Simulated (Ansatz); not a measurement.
## TlBr3 in a box, plane waves

Ansatz 0.2.0, DFT PBE, spin-orbit coupling, plane waves, PAW, molecule in a box. The geometry was relaxed with Gaussian bases (B3LYP; Tl def2-SVP with ECP60, Br def2-SVP).

```yaml
crystal:
  lattice:
    - [12.84, 0.0, 0.0]
    - [0.0, 13.43, 0.0]
    - [0.0, 0.0, 9.0]
  atoms:
    - { symbol: Tl, position: [0.45012461, 0.50009456, 0.5] }
    - { symbol: Br, position: [0.64943536, 0.50009159, 0.5] }
    - { symbol: Br, position: [0.35047196, 0.66512063, 0.5] }
    - { symbol: Br, position: [0.35046729, 0.33507074, 0.5] }
basis:
  ecutwfc: 420
  ecutrho_ratio: 4
kpoints:
  mp_grid: { grid: [1, 1, 1] }
hamiltonian:
  xc: pbe
scf:
  occupations: { method: gaussian, width: 0.01 }
output:
  forces: true
  eigenvalues: true
  populations: true
  write_density: true
  write_potential: true
  elf: true
  volumetric_format: npy
magnetization:
  noncollinear: true
  spin_orbit: true
```

Command:
```sh
ansatz run input.yaml --threads 2 --pin off --max-ram 5120MiB --backend cpu --events-out ev --progress --plain --runs-dir out
```
It took 15 s on 2 threads of Arm Neoverse V1, on a shared host, peak memory 1.8 GiB.

How does the SCF go?


```
SCF iter   1: F=—  HF=-19832.870041 eV  |F-HF|=—  |Δ(HF+E_count)|=         —  Δρ=8.45e-3
preconditioner: auto → Resta (q_TF=auto, 1.443 Å⁻¹)  ε∞=1.3  [insulator: Δε(μ)=3.000 eV  Ē_g=9.043 eV  σ=0.010 eV  W_gap=1.00  n_s
spin=Noncollinear: Resta preconditioning applied to the charge; magnetization (m_x, m_y, m_z) channels mix plain (no charge-respon
SCF iter   2: F=—  HF=-19832.193601 eV  |F-HF|=—  |Δ(HF+E_count)|=   6.76e-1  Δρ=5.05e-3
SCF iter   3: F=—  HF=-19832.076096 eV  |F-HF|=—  |Δ(HF+E_count)|=   1.18e-1  Δρ=2.22e-3
SCF iter   4: F=—  HF=-19832.066469 eV  |F-HF|=—  |Δ(HF+E_count)|=   9.63e-3  Δρ=3.70e-4
SCF iter   5: F=—  HF=-19832.066761 eV  |F-HF|=—  |Δ(HF+E_count)|=   2.92e-4  Δρ=8.01e-5
SCF iter   6: F=—  HF=-19832.066810 eV  |F-HF|=—  |Δ(HF+E_count)|=   4.93e-5  Δρ=3.97e-5
SCF iter   7: F=—  HF=-19832.066796 eV  |F-HF|=—  |Δ(HF+E_count)|=   1.44e-5  Δρ=7.84e-6
SCF iter   8: F=-19832.066796 eV  HF=-19832.066796 eV  |F-HF|=2.97e-9  |Δ(HF+E_count)|=   4.30e-7  Δρ=2.23e-6
```

Which levels lie next to the highest filled one (eV, counted from it)?

Filled: -0.35, -0.35, -0.23, -0.23, -0.15, -0.15, -0.01, -0.01, 0.00, 0.00. Empty: 2.32, 2.32, 4.54, 4.54, 6.49, 6.49, 6.61, 6.61.

What forces are left at this geometry, relaxed with Gaussian bases (eV/Å)?


```
Tl   0.00  0.00  0.00
Br  -0.28  0.00  0.00
Br   0.14 -0.24  0.00
Br   0.14  0.24  0.00
```

The highest of the empty levels listed lie near the vacuum level and may be states of the box.

The forces come from the other functional as well as from the basis.
